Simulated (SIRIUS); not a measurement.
The system is TiSn.

```
Ti Sn
1.0
     0.00000    2.80055    2.80055
     2.80055    0.00000    2.80055
     2.80055    2.80055    0.00000
Ti Sn
1 1
Direct
  0.00000 0.00000 0.00000
  0.50000 0.50000 0.50000
```

The cell was built by a generator and needn't be a form met in nature.

Base run:

* Program: SIRIUS 7.10.0
* Functional: BLYP
* Potentials or basis: PseudoDojo 0.4.1 PBE standard (scalar relativistic)
* Cutoff: 1152 eV
* Density cutoff: 4606 eV
* k mesh: 8 × 8 × 8
* Occupations: fermi-dirac, width 0.05 eV
* Spin: no spin polarisation

Its results: band gap on the k mesh none (metal or under the smearing width); pressure 4.2 GPa.

After a change of settings the same cell gave: band gap on the k mesh none (metal or under the smearing width); pressure 0.7 GPa. Which change was it?
A. functional from BLYP to B86bPBE; libxc names from ["XC_GGA_X_B88", "XC_GGA_C_LYP"] to ["XC_GGA_X_B86_MGC", "XC_GGA_C_PBE"]
B. functional from BLYP to LDA; libxc names from ["XC_GGA_X_B88", "XC_GGA_C_LYP"] to ["XC_LDA_X", "XC_LDA_C_PW"]
C. functional from BLYP to RGE2; libxc names from ["XC_GGA_X_B88", "XC_GGA_C_LYP"] to ["XC_GGA_X_RGE2", "XC_GGA_C_RGE2"]
D. functional from BLYP to AM05; libxc names from ["XC_GGA_X_B88", "XC_GGA_C_LYP"] to ["XC_GGA_X_AM05", "XC_GGA_C_AM05"]

A.

Caveats: the potentials were made for another functional, which shifts forces and pressure.

Runs at the PBE level aren't shown here.
